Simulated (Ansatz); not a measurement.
# Mg6Ti3Ga5Cu3Si3: the cost of one run

Program: Ansatz 0.2.0. Level of theory: DFT PBE, scalar-relativistic, plane waves, PAW. These are calculated values, not measurements.

### Step 1. The starting structure

The cell holds 20 atoms (Cu3Ga5Mg6Si3Ti3): a = 7.243 Å, b = 7.243 Å, c = 7.243 Å, α = 80.92°, β = 80.92°, γ = 80.92°.

The sites of an ideal bcc lattice, at a guessed lattice constant, take 3 Cu, 3 Ti, 5 Ga, 3 Si, 6 Mg (sublattices apart by semicolons), with a shake of 0.02 Å. Warren-Cowley parameters of the first shell (negative: unlike neighbours preferred): Cu-Ga +0.00, Cu-Mg +0.03, Cu-Si +0.17, Cu-Ti -0.11, Ga-Mg +0.00, Ga-Si +0.00. In a cell this small the draw can fall short of the order aimed at.

Its coordinates follow in the input file.

### Step 2. Relaxing on a coarse mesh

A cheap relaxation: coarse mesh, no symmetry, loose thresholds.

input.yaml

```yaml
crystal:
  lattice:
    - [-4.9852398, 4.9852398, -1.6617466]
    - [-4.9852398, -1.6617466, 4.9852398]
    - [1.6617466, 4.9852398, 4.9852398]
  atoms:
    - { symbol: Mg, position: [0.9977725989, 0.0007525348, 0.996685388] }
    - { symbol: Mg, position: [0.6016040578, 0.0988730581, 0.1011668617] }
    - { symbol: Mg, position: [0.7013227036, 0.7019525576, 0.1971771037] }
    - { symbol: Mg, position: [0.9014502642, 0.8992631312, 0.3975065361] }
    - { symbol: Mg, position: [0.3029994827, 0.3007611286, 0.807542245] }
    - { symbol: Mg, position: [0.7994825248, 0.7980313645, 0.7983082552] }
    - { symbol: Si, position: [0.4985661943, 0.5016622266, 0.999239296] }
    - { symbol: Si, position: [0.1010789812, 0.5957893232, 0.0993510168] }
    - { symbol: Si, position: [0.7010202857, 0.2023690984, 0.7011777584] }
    - { symbol: Ti, position: [0.298540804, 0.8002039195, 0.3064141001] }
    - { symbol: Ti, position: [0.1989653487, 0.6989640915, 0.7015665039] }
    - { symbol: Ti, position: [0.9018138895, 0.4011725371, 0.9020646601] }
    - { symbol: Cu, position: [0.39802623, 0.3969657976, 0.3992945691] }
    - { symbol: Cu, position: [0.4973032159, 0.0002733714, 0.5026551507] }
    - { symbol: Cu, position: [0.3960542369, 0.9005373849, 0.9041428833] }
    - { symbol: Ga, position: [0.2009305601, 0.2007579074, 0.1972669605] }
    - { symbol: Ga, position: [0.8008647775, 0.2989613819, 0.3044671913] }
    - { symbol: Ga, position: [4.37807e-05, 0.4983044365, 0.4986388717] }
    - { symbol: Ga, position: [0.1024098444, 0.1003884244, 0.6023177308] }
    - { symbol: Ga, position: [0.6004421833, 0.5977429043, 0.5998129357] }
  symmetry: { detect: false }
basis:
  ecutwfc: 420
kpoints:
  mp_grid: { grid: [2, 2, 2], shift: [0.5, 0.5, 0.5] }
hamiltonian:
  xc: pbe
scf:
  occupations: { method: gaussian, width: 0.1 }
  lower_state_search: "off"
output:
  forces: true
  stress: true
  eigenvalues: true
relax:
  adjacent_minimum: "off"
  f_tol: 0.04
  max_steps: 50
  cell: { stress_tol: 0.3 }
```

Run with:

```sh
> ansatz run input.yaml --threads 4 --pin off --max-ram 9216MiB --backend cpu --events-out ev --progress --plain --runs-dir out
```

Q: Estimate wall time and peak memory on 4 threads of Intel Xeon Platinum 8375C at 2.90GHz (Ice Lake), shared host.

About 5.3 min, with a peak of 1.4 GiB.
